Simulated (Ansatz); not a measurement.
# Al3GaN4: a sublattice displacement scan

The task, for Al3GaN4: measure how stiffly every Ga atom is held.

Program: Ansatz 0.2.0. Level of theory: DFT r2SCAN, scalar-relativistic, plane waves, PAW. These are calculated values, not measurements.

1 further run of the same task is left out (set aside as unsound or not needed). Runs told in other sessions of the task aren't counted.

## 1. Starting point

Symmetry: Pm, No. 6, monoclinic system. Conventional cell: a = 5.038 Å, b = 3.125 Å, c = 5.410 Å, α = 90.00°, β = 90.03°, γ = 90.00°. Al (site symmetry m) is surrounded by 4 N at 1.88 to 1.90 Å. Around Al (site symmetry m) lie 4 N at 1.89 to 1.90 Å. Ga (site symmetry m) has 4 N at 1.93 to 1.96 Å in its first shell of neighbours. Around N (site symmetry m) lie 3 Al at 1.89 Å and 1 Ga at 1.96 Å. N (site symmetry m) has 4 Al at 1.90 Å in its first shell of neighbours. N (site symmetry m) is surrounded by 2 Al at 1.88 to 1.89 Å and 2 Ga at 1.93 Å. N (site symmetry m) has 3 Al at 1.89 to 1.90 Å and 1 Ga at 1.94 Å in its first shell of neighbours.

Structure file:

```cif
data_structure
_symmetry_space_group_name_H-M 'Pm'
_symmetry_Int_Tables_number 6
_cell_length_a 5.0381
_cell_length_b 3.1249
_cell_length_c 5.4104
_cell_angle_alpha 90.000
_cell_angle_beta 90.034
_cell_angle_gamma 90.000
_cell_volume 85.18
loop_
_atom_site_label
_atom_site_type_symbol
_atom_site_symmetry_multiplicity
_atom_site_Wyckoff_symbol
_atom_site_fract_x
_atom_site_fract_y
_atom_site_fract_z
_atom_site_occupancy
Al1 Al 1 b 0.50022 0.50000 0.16726 1
Al2 Al 1 b 0.00067 0.50000 0.83490 1
Al3 Al 1 a 0.00100 0.00000 0.33164 1
Ga1 Ga 1 a 0.49949 0.00000 0.66620 1
N1 N 1 a 0.11071 0.00000 0.66632 1
N2 N 1 b 0.12268 0.50000 0.16713 1
N3 N 1 b 0.62541 0.50000 0.84068 1
N4 N 1 a 0.62341 0.00000 0.32586 1
```

It goes back to an entry of the Materials Project, which need not be the stable form.

This cell was relaxed beforehand with the same method: volume 10.65 Å³/atom, gap on the mesh 4.15 eV.

## 2. The reference cell

Reference values: F = -6961.8103 eV; pressure 0.01 GPa; largest force 0.004 eV/Å; gap on the mesh 4.15 eV. It was computed beforehand with the settings of the runs below.

## 3. Next: a sublattice displacement scan

Every Ga atom is moved by x along the Cartesian unit vector (0.707, -0.707, 0.000); the cell and all other atoms stay fixed. Forces below are components along that vector, summed over the moved atoms.

## 4. Point x = -0.300 Å

The input, input.yaml:

```yaml
crystal:
  lattice:
    - [5.0380821985, 0.0, 6.09633e-05]
    - [0.0, 3.1249488273, 0.0]
    - [-0.0032907418, 0.0, 5.4103929818]
  atoms:
    - { symbol: Al, position: [0.5002216625, 0.5, 0.1672550745] }
    - { symbol: Al, position: [0.0006683705, 0.5, 0.8349019374] }
    - { symbol: Al, position: [0.0010043255, 0.0, 0.3316444641] }
    - { symbol: Ga, position: [0.4573889765, 0.0678833626, 0.6662049384] }
    - { symbol: "N", position: [0.1107069781, 0.0, 0.6663170124] }
    - { symbol: "N", position: [0.12267559, 0.5, 0.1671322918] }
    - { symbol: "N", position: [0.6254135993, 0.5, 0.8406810063] }
    - { symbol: "N", position: [0.6234137866, 0.0, 0.3258647496] }
basis:
  ecutwfc: 500
kpoints:
  mp_grid: { grid: [6, 8, 4] }
hamiltonian:
  xc: r2scan
scf:
  occupations: { method: gaussian, width: 0.05 }
output:
  forces: true
  stress: true
  eigenvalues: true
```

The run is started by

```bash
ansatz run input.yaml --threads 2 --pin off --max-ram 5120MiB --backend cpu --events-out ev --progress --plain --runs-dir out
```

## 5. x = 0.225 Å

input.yaml: that of step 4 with these lines changed.

```diff
@@ -9,3 +9,3 @@
     - { symbol: Al, position: [0.0010043255, 0.0, 0.3316444641] }
-    - { symbol: Ga, position: [0.4573889765, 0.0678833626, 0.6662049384] }
+    - { symbol: Ga, position: [0.5310739707, -0.050912522, 0.6662041082] }
     - { symbol: "N", position: [0.1107069781, 0.0, 0.6663170124] }
```

## 6. At x = -0.150 Å

input.yaml: that of step 5 with these lines changed.

```diff
@@ -9,3 +9,3 @@
     - { symbol: Al, position: [0.0010043255, 0.0, 0.3316444641] }
-    - { symbol: Ga, position: [0.5310739707, -0.050912522, 0.6662041082] }
+    - { symbol: Ga, position: [0.478441832, 0.0339416813, 0.6662047012] }
     - { symbol: "N", position: [0.1107069781, 0.0, 0.6663170124] }
```

## 7. At x = 0.075 Å

input.yaml: that of step 6 with these lines changed.

```diff
@@ -9,3 +9,3 @@
     - { symbol: Al, position: [0.0010043255, 0.0, 0.3316444641] }
-    - { symbol: Ga, position: [0.478441832, 0.0339416813, 0.6662047012] }
+    - { symbol: Ga, position: [0.5100211152, -0.0169708407, 0.6662043454] }
     - { symbol: "N", position: [0.1107069781, 0.0, 0.6663170124] }
```

## 8. Point x = 0.300 Å

input.yaml: that of step 7 with these lines changed.

```diff
@@ -9,3 +9,3 @@
     - { symbol: Al, position: [0.0010043255, 0.0, 0.3316444641] }
-    - { symbol: Ga, position: [0.5100211152, -0.0169708407, 0.6662043454] }
+    - { symbol: Ga, position: [0.5416003985, -0.0678833626, 0.6662039896] }
     - { symbol: "N", position: [0.1107069781, 0.0, 0.6663170124] }
```

## 9. Point x = -0.225 Å

input.yaml: that of step 8 with these lines changed.

```diff
@@ -9,3 +9,3 @@
     - { symbol: Al, position: [0.0010043255, 0.0, 0.3316444641] }
-    - { symbol: Ga, position: [0.5416003985, -0.0678833626, 0.6662039896] }
+    - { symbol: Ga, position: [0.4679154043, 0.050912522, 0.6662048198] }
     - { symbol: "N", position: [0.1107069781, 0.0, 0.6663170124] }
```

## 10. x = 0.150 Å

input.yaml: that of step 9 with these lines changed.

```diff
@@ -9,3 +9,3 @@
     - { symbol: Al, position: [0.0010043255, 0.0, 0.3316444641] }
-    - { symbol: Ga, position: [0.4679154043, 0.050912522, 0.6662048198] }
+    - { symbol: Ga, position: [0.520547543, -0.0339416813, 0.6662042268] }
     - { symbol: "N", position: [0.1107069781, 0.0, 0.6663170124] }
@@ -26 +26,5 @@
   eigenvalues: true
+  write_density: true
+  write_potential: true
+  elf: true
+  volumetric_format: npy
```

## 11. Point x = -0.075 Å

input.yaml: that of step 10 with these lines changed.

```diff
@@ -9,3 +9,3 @@
     - { symbol: Al, position: [0.0010043255, 0.0, 0.3316444641] }
-    - { symbol: Ga, position: [0.520547543, -0.0339416813, 0.6662042268] }
+    - { symbol: Ga, position: [0.4889682598, 0.0169708407, 0.6662045826] }
     - { symbol: "N", position: [0.1107069781, 0.0, 0.6663170124] }
```

## 12. x = 0.263 Å

input.yaml: that of step 11 with these lines changed.

```diff
@@ -9,3 +9,3 @@
     - { symbol: Al, position: [0.0010043255, 0.0, 0.3316444641] }
-    - { symbol: Ga, position: [0.4889682598, 0.0169708407, 0.6662045826] }
+    - { symbol: Ga, position: [0.5363371846, -0.0593979423, 0.6662040489] }
     - { symbol: "N", position: [0.1107069781, 0.0, 0.6663170124] }
@@ -26,5 +26 @@
   eigenvalues: true
-  write_density: true
-  write_potential: true
-  elf: true
-  volumetric_format: npy
```

(Steps that only read results are left out.)

What does the calculation give?

The runs gave:

| quantity | value |
| --- | --- |
| force constant along x, over ±0.075 Å | 16.60 eV/Å² |

**Reading.** Near the site the force constant is 16.60 eV/Å²; for the mass of Ga against a rigid frame that is a vibration of about 254 cm⁻¹. The undisturbed cell stays the lowest of the sampled points. The gap on the mesh stays between 3.58 and 4.15 eV.
